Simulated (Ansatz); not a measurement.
# C3H6Si: the cost of one run

Program: Ansatz 0.2.0, driven from Python. Level of theory: PBE+D3(BJ)/6-31G*. These are calculated values, not measurements.

## 1. The system

Bond lengths: C1–C2 1.333 Å, C2–Si3 1.847 Å, Si3–C4 1.867 Å, C1–H5 1.086 Å, C1–H6 1.085 Å, C2–H7 1.085 Å, C4–H8 1.109 Å, C4–H9 1.109 Å, C4–H10 1.109 Å. Angles: C1–C2–Si3 121.0°, C1–C2–H7 119.9°, Si3–C2–H7 119.1°, C2–C1–H5 121.1°, C2–C1–H6 120.0°, H5–C1–H6 118.9°, C2–Si3–C4 109.5°, Si3–C4–H8 109.5°, Si3–C4–H9 109.5°, Si3–C4–H10 109.5°, H8–C4–H9 109.5°, H8–C4–H10 109.5°, H9–C4–H10 109.5°.

The script holds or builds the structure itself.

## 2. The script

Input file c3h6si.py:

```python
"""Stretching a bond of C3H6Si, the rest held rigid."""

import ansatz
import numpy as np

GEOMETRY = """
C     2.17810   -0.37620   -0.44900
C     0.89500   -0.45370   -0.09600
Si   -0.22290    1.00940   -0.24140
C    -1.93640    0.54560    0.33670
H     2.59980    0.54860   -0.83120
H     2.81920   -1.24670   -0.35630
H     0.49420   -1.38810    0.28370
H    -2.32720   -0.28160   -0.29090
H    -2.60670    1.42510    0.24890
H    -1.89320    0.21760    1.39570
"""

system = ansatz.Crystal.molecule()
for line in GEOMETRY.strip().splitlines():
    symbol, *xyz = line.split()
    system = system.atom(symbol, [float(v) for v in xyz])

symbols = [site.symbol for site in system.cartesian_sites]
start = np.array([site.position_ang for site in system.cartesian_sites])
axis = (start[1] - start[2]) / np.linalg.norm(start[1] - start[2])
moving = [0, 1, 4, 5, 6]
lengths, energies = [1.625, 1.699, 1.773, 1.847, 1.921, 1.995, 2.069, 2.179], []
for length in lengths:
    xyz = start.copy()
    xyz[moving] += (length - np.linalg.norm(start[1] - start[2])) * axis
    point = ansatz.Crystal.molecule()
    for symbol, place in zip(symbols, xyz):
        point = point.atom(symbol, place.tolist())
    job = (
        point.calculation()
        .basis(gaussian="6-31G*")
        .functional("pbe", dispersion="d3bj")
        .spin("collinear", total=2)
    )
    summary = job.run(threads=1, backend="cpu").report
    energies.append(summary["free_energy_ev"])
    print(f"r = {length:6.3f} A  E = {energies[-1]:.5f} eV  <S^2> = {abs(summary['mean_field']['state']['spin_squared']):.3f}")

# quartic fit about the minimum
fit = np.polynomial.Polynomial.fit(lengths, np.array(energies) - min(energies), 4).convert()
roots = [r.real for r in fit.deriv().roots() if abs(r.imag) < 1e-9 and fit.deriv(2)(r.real) > 0]
r_e = min(roots, key=lambda r: abs(r - lengths[int(np.argmin(energies))]))
print(f"minimum of the fit at {r_e:.4f} A, force constant {fit.deriv(2)(r_e):.2f} eV/A^2")
```

## 3. What the engine is handed

The engine receives this input (first run):

```yaml
crystal:
  periodic: [false, false, false]
  atoms:
    - { symbol: C, position_ang: [2.043720533257002, -0.20032505788381752, -0.46647810579160204] }
    - { symbol: C, position_ang: [0.760620533257002, -0.2778250578838175, -0.11347810579160203] }
    - { symbol: Si, position_ang: [-0.2229, 1.0094, -0.2414] }
    - { symbol: C, position_ang: [-1.9364, 0.5456, 0.3367] }
    - { symbol: H, position_ang: [2.465420533257002, 0.7244749421161825, -0.8486781057916021] }
    - { symbol: H, position_ang: [2.684820533257002, -1.0708250578838174, -0.37377810579160203] }
    - { symbol: H, position_ang: [0.359820533257002, -1.2122250578838174, 0.266221894208398] }
    - { symbol: H, position_ang: [-2.3272, -0.2816, -0.2909] }
    - { symbol: H, position_ang: [-2.6067, 1.4251, 0.2489] }
    - { symbol: H, position_ang: [-1.8932, 0.2176, 1.3957] }
basis:
  gaussian:
    orbitals: "6-31G*"
hamiltonian:
  xc: pbe
  dispersion: d3bj
magnetization:
  spin_polarized: true
  initial_magnetization: 2.0
```

## 4. Launch

Run with:

```console
$ python c3h6si.py
```

Q: Estimate wall time and peak memory on 1 thread of Arm Neoverse V2, shared host.

About 24 s, with a peak of 0.21 GiB.
